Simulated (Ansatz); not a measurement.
# Ge (Germanium): a single-point run

Wanted: a converged single-point run for Ge (Germanium), and a check of what comes out. The structure is shown as the input types it.

Program: Ansatz 0.2.0. Level of theory: DFT, r2SCAN, PAW with Ansatz's default frozen-core files, scalar-relativistic; levels and slopes on a fine mesh, independent-particle optical spectra. These are calculated values, not measurements.

## Step 1: Starting point

Symmetry: Fd-3m, No. 227, cubic system. The conventional cell has a = 5.675 Å, b = 5.675 Å, c = 5.675 Å, α = 90.00°, β = 90.00°, γ = 90.00°. Ge (site symmetry -43m) is surrounded by 4 Ge at 2.46 Å.

Coordinates:

```cif
data_structure
_symmetry_space_group_name_H-M 'Fd-3m:1'
_symmetry_Int_Tables_number 227
_cell_length_a 5.6751
_cell_length_b 5.6751
_cell_length_c 5.6751
_cell_angle_alpha 90.000
_cell_angle_beta 90.000
_cell_angle_gamma 90.000
_cell_volume 182.77
loop_
_atom_site_label
_atom_site_type_symbol
_atom_site_symmetry_multiplicity
_atom_site_Wyckoff_symbol
_atom_site_fract_x
_atom_site_fract_y
_atom_site_fract_z
_atom_site_occupancy
Ge1 Ge 8 a 0.50000 0.00000 0.50000 1
```

## Step 2: Running it

File input.yaml:

```yaml
crystal:
  lattice:
    - [0.0, 2.83753082396, 2.83753082396]
    - [2.83753082396, 0.0, 2.83753082396]
    - [2.83753082396, 2.83753082396, 0.0]
  atoms:
    - { symbol: Ge, position: [0.5, 0.5, 0.5] }
    - { symbol: Ge, position: [0.75, 0.75, 0.75] }
kpoints:
  mp_grid: { grid: [12, 12, 12] }
scf:
  occupations: { method: fixed }
  max_iter: 100
hamiltonian:
  xc: r2scan
  pseudopotentials: { kind: paw }
output:
  forces: true
  stress: true
  eigenvalues: true
  eigenstates:
    nscf_kmesh: { grid: [12, 12, 12] }
    de_dk: true
    e_range: [-9, 10.35429715451]
  optics:
    e_range: [0, 20]
    de: 0.2
    sigma: 0.15
    bands: { spectra_wanted_up_to: 20 }
    nscf_kmesh: { grid: [12, 12, 12] }
checkpoint:
  write: ck
  write_wavefunctions: false
ENCUT: 0.3
```

The run is started by

```
ansatz run input.yaml --threads 1 --pin off --max-ram 3072MiB --backend cpu --events-out ev --progress --plain --runs-dir out
```

**Question.** How will this run end, and is anything wrong with its input?

Nothing was computed: the input was turned down at the start. The line that matters: «line 34 column 1: unknown field `ENCUT`, expected one of crystal, accuracy, basis, kpoints, hamiltonian, magnetization, ...»

The suspect setting: ENCUT is 0.3. The key belongs to a different code's input format, or to another block.

Fix: delete ENCUT.
